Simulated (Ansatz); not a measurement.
# ZnIn2: the cost of one run

Method: DFT PBE, scalar-relativistic, plane waves, PAW, in Ansatz 0.2.0.

### Step 1. The starting structure

The structure is cubic, space group Fd-3m (No. 227). The conventional cell has a = 7.961 Å, b = 7.961 Å, c = 7.961 Å, α = 90.00°, β = 90.00°, γ = 90.00°. Zn (site symmetry -43m) is surrounded by 12 In at 3.30 Å and 4 Zn at 3.45 Å. In (site symmetry -3m) is surrounded by 6 In at 2.81 Å.

Coordinates:

```cif
data_structure
_symmetry_space_group_name_H-M 'P 1'
_symmetry_Int_Tables_number 1
_cell_length_a 5.6290
_cell_length_b 5.6290
_cell_length_c 5.6290
_cell_angle_alpha 60.000
_cell_angle_beta 60.000
_cell_angle_gamma 60.000
_cell_volume 126.12
loop_
_atom_site_label
_atom_site_type_symbol
_atom_site_fract_x
_atom_site_fract_y
_atom_site_fract_z
_atom_site_occupancy
Zn1 Zn 0.00000 0.00000 0.00000 1
Zn2 Zn 0.25000 0.25000 0.25000 1
In1 In 0.62500 0.62500 0.62500 1
In2 In 0.12500 0.62500 0.62500 1
In3 In 0.62500 0.62500 0.12500 1
In4 In 0.62500 0.12500 0.62500 1
```

This is candidate A: cubic Laves (C15) type (Fd-3m, No. 227).

(A quick probe on a coarse mesh, which set the mesh and smearing, is not shown.)

### Step 3. A loose first relaxation (candidate A)

input.yaml

```yaml
crystal:
  lattice:
    - [0.0, 3.9802854942, 3.9802854942]
    - [3.9802854942, 0.0, 3.9802854942]
    - [3.9802854942, 3.9802854942, 0.0]
  atoms:
    - { symbol: Zn, position: [0.0, 0.0, 0.0] }
    - { symbol: Zn, position: [0.25, 0.25, 0.25] }
    - { symbol: In, position: [0.625, 0.625, 0.625] }
    - { symbol: In, position: [0.125, 0.625, 0.625] }
    - { symbol: In, position: [0.625, 0.625, 0.125] }
    - { symbol: In, position: [0.625, 0.125, 0.625] }
basis:
  ecutwfc: 420
kpoints:
  mp_grid: { grid: [4, 4, 4] }
hamiltonian:
  xc: pbe
scf:
  occupations: { method: gaussian, width: 0.1 }
  lower_state_search: "off"
output:
  forces: true
  stress: true
  eigenvalues: true
relax:
  adjacent_minimum: "off"
  f_tol: 0.04
  max_steps: 70
  cell: { stress_tol: 0.4 }
```

On the command line:

```bash
$ ansatz run input.yaml --threads 1 --pin off --max-ram 2560MiB --backend cpu --events-out ev --progress --plain --runs-dir out
```

What time and memory should one allow on 1 thread of Intel Xeon 6975P-C (Granite Rapids), shared host?

About 14 s, with a peak of 0.5 GiB.
